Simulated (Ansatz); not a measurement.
# C2H6AlNOS: basis-set convergence

Aim: see how fast density functionals converge with the basis set for C2H6AlNOS.

Method: one geometry, several basis sets; program: Ansatz 0.2.0, Gaussian basis.

Levels to be run: PBE0-D4/def2-SVP; ωB97M-V/def2-SVP; PBE0-D4/def2-QZVPP; ωB97M-V/def2-QZVPP; the functionals' def2-TZVPP values are taken from earlier runs.

## 1. The geometry

The geometry comes from an earlier relaxation with PBE0-D4 in a triple-zeta def2 set; it is a stationary point, not always the lowest conformer.

SMILES `[SH][Al]1[CH2]NC[O]1`, 12 atoms, charge 0, spin multiplicity 1.

Atoms are counted from 1 here; the program's logs count them from 0.

Bond lengths: S1–Al2 2.175 Å, S1–H7 1.346 Å, Al2–C3 1.965 Å, Al2–O6 1.714 Å, C3–N4 1.481 Å, C3–H8 1.096 Å, C3–H9 1.090 Å, N4–C5 1.450 Å, N4–H10 1.013 Å, C5–O6 1.423 Å, C5–H11 1.093 Å, C5–H12 1.097 Å. Angles: Al2–S1–H7 91.6°, S1–Al2–C3 140.9°, S1–Al2–O6 123.1°, C3–Al2–O6 96.0°, Al2–C3–N4 98.0°, Al2–C3–H8 114.2°, Al2–C3–H9 118.0°, N4–C3–H8 109.8°, N4–C3–H9 110.0°, H8–C3–H9 106.5°, C3–N4–C5 112.1°, C3–N4–H10 109.1°, C5–N4–H10 108.8°, N4–C5–O6 113.5°, N4–C5–H11 108.4°, N4–C5–H12 108.7°, O6–C5–H11 109.3°, O6–C5–H12 108.4° and more.

Geometry (Å):

```xyz
12

S     0.9818    3.2144    0.2639
Al    0.3604    1.1322    0.1795
C     0.7626   -0.6132    0.9881
N     0.1056   -1.4674   -0.0273
C    -1.0507   -0.8227   -0.6182
O    -0.8535    0.5605   -0.8873
H     0.0926    3.5581   -0.6862
H     0.2956   -0.7725    1.9662
H     1.8088   -0.8995    1.0949
H     0.7706   -1.6809   -0.7604
H    -1.2970   -1.3402   -1.5489
H    -1.8998   -0.9242    0.0697
```

## 2. PBE0-D4 in def2-SVP

Input file in.yaml:

```yaml
crystal:
  periodic: [false, false, false]
  atoms:
    - {symbol: S, position_ang: [0.981818, 3.214448, 0.263862]}
    - {symbol: Al, position_ang: [0.360421, 1.132193, 0.179466]}
    - {symbol: C, position_ang: [0.762616, -0.613155, 0.988084]}
    - {symbol: N, position_ang: [0.105575, -1.467363, -0.027285]}
    - {symbol: C, position_ang: [-1.050669, -0.822689, -0.618151]}
    - {symbol: O, position_ang: [-0.853530, 0.560513, -0.887347]}
    - {symbol: H, position_ang: [0.092624, 3.558136, -0.686178]}
    - {symbol: H, position_ang: [0.295604, -0.772519, 1.966177]}
    - {symbol: H, position_ang: [1.808795, -0.899520, 1.094856]}
    - {symbol: H, position_ang: [0.770647, -1.680929, -0.760432]}
    - {symbol: H, position_ang: [-1.297048, -1.340158, -1.548885]}
    - {symbol: H, position_ang: [-1.899753, -0.924158, 0.069730]}
basis:
  gaussian: {orbitals: def2-SVP}
hamiltonian: {xc: pbe0, dispersion: d4}
output: {orbitals: {seedname: orbitals}}
```

The run is started by

```console
> ansatz run in.yaml --threads 4 --pin off --events-out ev --progress --plain --max-ram 10444MiB
```

After this run come: ωB97M-V in def2-SVP; PBE0-D4 in def2-QZVPP; ωB97M-V in def2-QZVPP.

Before running them: what should the planned runs give, taken together? Wanted: PBE0-D4: double and triple zeta above quadruple; ωB97M-V: double and triple zeta above quadruple.

**Answer**, as computed:

| quantity | value |
| --- | --- |
| PBE0-D4: double and triple zeta above quadruple | 13.55, 0.86 eV |
| ωB97M-V: double and triple zeta above quadruple | 13.69, 0.82 eV |

In words: For PBE0-D4 the step from double to triple zeta gains 12.69 eV and the next only 0.86 eV. Total energies overstate the basis error of differences, where much of it tends to cancel. The LUMO of ωB97M-V is positive and keeps falling with the basis (1.44 to 0.72 eV): an unbound level that the basis holds in place.
